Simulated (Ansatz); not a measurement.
# C₂H₄BrSi radical: how energies converge with the basis set

The task here is to estimate one member of a computed series from the others.

Computed with Ansatz 0.2.0, Gaussian basis. Level: one geometry, several basis sets.

Levels to be run: PBE0-D4/def2-SVP; ωB97M-V/def2-SVP; PBE0-D4/def2-QZVPP; ωB97M-V/def2-QZVPP; the functionals' def2-TZVPP values are taken from earlier runs.

**Structure used throughout**

All runs share one geometry, relaxed beforehand with PBE0-D4 in a triple-zeta def2 set.

8 atoms, charge 0, spin multiplicity 2.

Atoms are counted from 1 here; the program's logs count them from 0.

Bond lengths: C1–C2 1.335 Å, C1–H5 1.086 Å, C1–H6 1.086 Å, C2–Si3 1.839 Å, C2–H7 1.090 Å, Si3–Br4 2.222 Å, Si3–H8 1.488 Å. Angles: C2–C1–H5 121.6°, C2–C1–H6 121.8°, H5–C1–H6 116.6°, C1–C2–Si3 125.5°, C1–C2–H7 118.7°, Si3–C2–H7 115.7°, C2–Si3–Br4 111.5°, C2–Si3–H8 112.3°, Br4–Si3–H8 108.9°.

Geometry (Å):

```
C    -0.1252    1.3207   -0.1441
C     0.4231    0.2768    0.4814
Si    0.4348   -1.4537   -0.1406
Br   -1.0393   -1.7403   -1.7784
H    -0.6737    1.2039   -1.0737
H    -0.0555    2.3276    0.2559
H     0.9709    0.4504    1.4076
H     0.1572   -2.4425    0.9360
```

The first run:

File in.yaml:

```yaml
crystal:
  periodic: [false, false, false]
  atoms:
    - {symbol: C, position_ang: [-0.125228, 1.320659, -0.144053]}
    - {symbol: C, position_ang: [0.423065, 0.276767, 0.481360]}
    - {symbol: Si, position_ang: [0.434815, -1.453723, -0.140569]}
    - {symbol: Br, position_ang: [-1.039307, -1.740299, -1.778355]}
    - {symbol: H, position_ang: [-0.673674, 1.203902, -1.073652]}
    - {symbol: H, position_ang: [-0.055482, 2.327600, 0.255854]}
    - {symbol: H, position_ang: [0.970867, 0.450385, 1.407595]}
    - {symbol: H, position_ang: [0.157243, -2.442492, 0.936020]}
basis:
  gaussian: {orbitals: def2-SVP}
magnetization: {spin_polarized: true, initial_magnetization: 1}
hamiltonian: {xc: pbe0, dispersion: d4}
output: {orbitals: {seedname: orbitals}}
```

Launch:

```console
ansatz run in.yaml --threads 4 --pin off --events-out ev --progress --plain --max-ram 10444MiB
```

Steps of the session up to this table: PBE0-D4 in def2-SVP; ωB97M-V in def2-SVP; PBE0-D4 in def2-QZVPP; ωB97M-V in def2-QZVPP.

One of the session's tables, all rows but one given; the rest of the session is left out.

It belongs to the step «Density functionals: the series». 

| functional | basis | HOMO (eV) | LUMO (eV) |
| --- | --- | --- | --- |
| PBE0-D4 | def2-SVP | -5.97 | -2.65 |
| PBE0-D4 | def2-TZVPP | ? | ? |
| PBE0-D4 | def2-QZVPP | -6.04 | -2.71 |
| ωB97M-V | def2-SVP | -7.66 | -0.97 |
| ωB97M-V | def2-TZVPP | -7.73 | -1.06 |
| ωB97M-V | def2-QZVPP | -7.75 | -1.11 |

**Question.** Estimate the row for PBE0-D4, def2-TZVPP.

**Answer.** HOMO (eV): -6.02; LUMO (eV): -2.69. In the column «HOMO (eV)» it lies between PBE0-D4, def2-QZVPP (-6.04) and PBE0-D4, def2-SVP (-5.97).
